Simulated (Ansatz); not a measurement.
# ZrSb3: the cost of one run

Computed with Ansatz 0.2.0 (DFT PBE, scalar-relativistic, plane waves, PAW, unless a step's input says otherwise).

## (1) Starting point

It takes space group Pm-3m (No. 221, cubic). The conventional cell has a = 4.604 Å, b = 4.604 Å, c = 4.604 Å, α = 90.00°, β = 90.00°, γ = 90.00°. Around Zr (site symmetry m-3m) lie 12 Sb at 3.26 Å. Sb (site symmetry 4/mmm) has 4 Zr at 3.26 Å and 8 Sb at 3.26 Å as nearest neighbours.

As a file:

```cif
data_structure
_symmetry_space_group_name_H-M 'P 1'
_symmetry_Int_Tables_number 1
_cell_length_a 4.6039
_cell_length_b 4.6039
_cell_length_c 4.6039
_cell_angle_alpha 90.000
_cell_angle_beta 90.000
_cell_angle_gamma 90.000
_cell_volume 97.58
loop_
_atom_site_label
_atom_site_type_symbol
_atom_site_fract_x
_atom_site_fract_y
_atom_site_fract_z
_atom_site_occupancy
Zr1 Zr 0.00000 0.00000 0.00000 1
Sb1 Sb 0.00000 0.50000 0.50000 1
Sb2 Sb 0.50000 0.00000 0.50000 1
Sb3 Sb 0.50000 0.50000 0.00000 1
```

This is candidate A: Cu3Au (L1_2) type (Pm-3m, No. 221).

(A quick probe on a coarse mesh, which set the mesh and smearing, is not shown.)

## (3) The relaxation (candidate A)

input.yaml reads:

```yaml
crystal:
  lattice:
    - [4.6038668656, 0.0, 0.0]
    - [0.0, 4.6038668656, 0.0]
    - [0.0, 0.0, 4.6038668656]
  atoms:
    - { symbol: Zr, position: [0.0, 0.0, 0.0] }
    - { symbol: Sb, position: [0.0, 0.5, 0.5] }
    - { symbol: Sb, position: [0.5, 0.0, 0.5] }
    - { symbol: Sb, position: [0.5, 0.5, 0.0] }
basis:
  ecutwfc: 420
kpoints:
  mp_grid: { grid: [10, 10, 10] }
hamiltonian:
  xc: pbe
scf:
  occupations: { method: gaussian, width: 0.1 }
output:
  forces: true
  stress: true
  eigenvalues: true
relax:
  adjacent_minimum: "off"
  f_tol: 0.01
  max_steps: 80
  cell: { stress_tol: 0.05 }
```

Command:

```console
$ ansatz run input.yaml --threads 1 --pin off --max-ram 2560MiB --backend cpu --events-out ev --progress --plain --runs-dir out
```

Q: Estimate wall time and peak memory on 1 thread of Arm Neoverse V2, shared host.

About 55 s, with a peak of 0.45 GiB.
